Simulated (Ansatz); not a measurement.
# C₃H₉GaO₂: one species, many methods

Aim: compute C₃H₉GaO₂ with functionals from several rungs and with coupled cluster. The yardstick is the atomisation energy at the CCSD(T) limit.

Program: Ansatz 0.2.0, Gaussian basis. Level of theory: functionals in def2-TZVPP, the program's frozen cores in correlated methods. These are calculated values, not measurements.

Levels to be run: PBE-D4, r2SCAN-D4, PBE0-D4, B3LYP-D4, ωB97X-V, ωB97M-V, B2PLYP; CCSD(T)/def2-TZVPP; MP2/def2-QZVPP; extrapolation to the limit.

## Step 1: Structure used throughout

All runs share one geometry, relaxed beforehand with PBE0-D4 in a triple-zeta def2 set.

SMILES `CC(C)[O][GaH][OH]`, 15 atoms, charge 0, spin multiplicity 1.

Atoms are counted from 1 here; the program's logs count them from 0.

Bond lengths: C1–C2 1.518 Å, C1–H7 1.093 Å, C1–H8 1.092 Å, C1–H9 1.096 Å, C2–C3 1.518 Å, C2–O4 1.412 Å, C2–H10 1.098 Å, C3–H11 1.096 Å, C3–H12 1.092 Å, C3–H13 1.093 Å, O4–Ga5 1.783 Å, Ga5–O6 1.779 Å, Ga5–H14 1.546 Å, O6–H15 0.961 Å. Angles: C2–C1–H7 111.2°, C2–C1–H8 110.4°, C2–C1–H9 110.6°, H7–C1–H8 108.3°, H7–C1–H9 107.7°, H8–C1–H9 108.5°, C1–C2–C3 112.0°, C1–C2–O4 111.3°, C1–C2–H10 108.2°, C3–C2–O4 111.3°, C3–C2–H10 108.2°, O4–C2–H10 105.6°, C2–C3–H11 110.6°, C2–C3–H12 110.4°, C2–C3–H13 111.2°, H11–C3–H12 108.5°, H11–C3–H13 107.7°, H12–C3–H13 108.3° and more.

## Step 2: PBE-D4 (GGA)

The input, in.yaml:

```yaml
crystal:
  periodic: [false, false, false]
  atoms:
    - {symbol: C, position_ang: [-1.206346, 0.906054, -0.783145]}
    - {symbol: C, position_ang: [0.243074, 0.455898, -0.754015]}
    - {symbol: C, position_ang: [0.421614, -0.923086, -1.363015]}
    - {symbol: O, position_ang: [0.771954, 0.512096, 0.553652]}
    - {symbol: Ga, position_ang: [0.207978, -0.435370, 1.955452]}
    - {symbol: O, position_ang: [1.160553, -0.049756, 3.407088]}
    - {symbol: H, position_ang: [-1.582352, 0.961824, -1.807838]}
    - {symbol: H, position_ang: [-1.307089, 1.892425, -0.325905]}
    - {symbol: H, position_ang: [-1.840601, 0.201657, -0.233871]}
    - {symbol: H, position_ang: [0.835177, 1.169457, -1.342658]}
    - {symbol: H, position_ang: [-0.180452, -1.663721, -0.825279]}
    - {symbol: H, position_ang: [1.469224, -1.226965, -1.314822]}
    - {symbol: H, position_ang: [0.107301, -0.936604, -2.409680]}
    - {symbol: H, position_ang: [-0.937343, -1.472599, 2.013218]}
    - {symbol: H, position_ang: [1.837319, 0.608672, 3.230828]}
basis:
  gaussian: {orbitals: def2-TZVPP}
hamiltonian: {xc: pbe, dispersion: d4}
output: {forces: true, orbitals: {seedname: orbitals}}
```

Started as:

```console
> ansatz run in.yaml --threads 2 --pin off --events-out ev --progress --plain --max-ram 32768MiB --backend cuda --devices 0, --max-vram 18GiB
```

Further steps of the session: r2SCAN-D4 (meta-GGA); PBE0-D4 (hybrid); B3LYP-D4 (hybrid); ωB97X-V (range-separated); ωB97M-V (range-separated); B2PLYP (double hybrid); CCSD(T) in def2-TZVPP; MP2 in def2-QZVPP.

Before running them: what should the planned runs give, taken together? Wanted: atomisation energy, CCSD(T)/CBS; farthest; mean size of error, hybrid; mean size of error, range-separated; gap, smallest and largest; T1 diagnostic; triples share of the correlation energy.

The runs gave:

| quantity | value |
| --- | --- |
| atomisation energy, CCSD(T)/CBS | 1346.9 kcal/mol |
| functionals within 13.5 kcal/mol (1.0 %) | r2SCAN-D4, PBE0-D4, B3LYP-D4, ωB97X-V, ωB97M-V |
| farthest | B2PLYP (-18.9 kcal/mol) |
| mean size of error, hybrid | 8.1 kcal/mol |
| mean size of error, range-separated | 3.0 kcal/mol |
| gap, smallest and largest | 5.05 eV (PBE-D4), 11.72 eV (ωB97X-V) |
| T1 diagnostic | 0.0136 |
| triples share of the correlation energy | 3.8 % |

**Reading.** PBE-D4 is off by +17.3 kcal/mol. Double hybrids carry the basis error of their MP2 part in triple zeta, and no dispersion term here, so their miss is partly the set-up's. The reference freezes the cores and leaves out relativity and excitations past (T), and its outer-core shells are covered unevenly, so misses under about 13.5 kcal/mol can't be ranked. Hartree-Fock recovers 72 % of the binding; the rest is correlation. The gap grows from 5.1 to 11.7 eV across the functionals, mostly with the share of exact exchange. Correlated methods include outer-core shells of Ga, which these sets cover unevenly.
